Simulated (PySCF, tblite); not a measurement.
# ClH₄OSi₂ radical, a cluster model of a defect (Si site with back bonds [SiH3], O, Cl): infrared bands and EPR parameters

What infrared bands and EPR parameters should one expect for `O[Si]([SiH3])Cl`? It is drawn as: dangling bond.

Programs: tblite 0.8.0 and PySCF 2.14.0. All values are calculated, for the isolated system unless a continuum is named. Atoms count from 0, parts from 1.

## Step 1: The system as given

8 atoms, charge 0, multiplicity 2; geometry: distance geometry start.

## Step 2: Relaxing the cluster with GFN2-xTB

The job: settings as JSON, then the geometry in Å.

```
{"job": {"kind": "relax", "xc": "GFN2-xTB", "basis": "xTB"}, "charge": 0, "multiplicity": 2}
Si     0.446551    -0.007134    -0.709664
Si    -1.456857    -1.181957    -0.737209
O      1.600957    -0.424289     0.531333
Cl     0.216254     2.077313    -1.168578
H     -1.156439    -2.514127    -0.368687
H     -2.376363    -0.626612     0.189117
H     -2.040923    -1.127643    -2.030899
H      2.332497     0.111208     0.801991
```

Method: GFN2-xTB geometry optimisation, gas phase.

Started as:

```
> OMP_NUM_THREADS=1 python cluster_run.py task.json out
```

One launch serves the whole session: the jobs run in the order shown.

**Question.** The jobs that follow are: GFN2-xTB harmonic vibrations, gas phase; PBE0-D3(BJ)/def2-SVP geometry optimisation, gas phase; UKS B3LYP, pcH-1 on Cl H O Si, non-relativistic, mean-field spin-orbit, GIAO. Predict: strongest single infrared mode (GFN2-xTB); point group; rotational constants (main isotopes); g(iso) (B3LYP); ⟨S²⟩; largest a(iso); surface potential, 1st and 99th percentile.

**Answer**, as computed:

| quantity | value |
| --- | --- |
| strongest single infrared mode (GFN2-xTB) | 764 cm⁻¹ |
| point group | C1 |
| rotational constants (main isotopes) | 4.29, 2.18, 1.56 GHz |
| g(iso) (B3LYP) | 2.00404 |
| ⟨S²⟩ | 0.752 (exact 0.75) |
| largest a(iso) | 29Si on Si0, -638.3 MHz |
| surface potential, 1st and 99th percentile | -0.98 V and 2.66 V |

In words: No mode is imaginary at GFN2-xTB; the softest lies at 56 cm⁻¹. Over 9 steps the energy fell by 0.159 eV; of the close pairs, Si0–Si1 changed most, 2.304 to 2.353 Å (PBE0/def2-SVP). Si0 carries the largest spin population, 0.72 e. The isotropic g lies 1.7 ppt above the free-electron value.
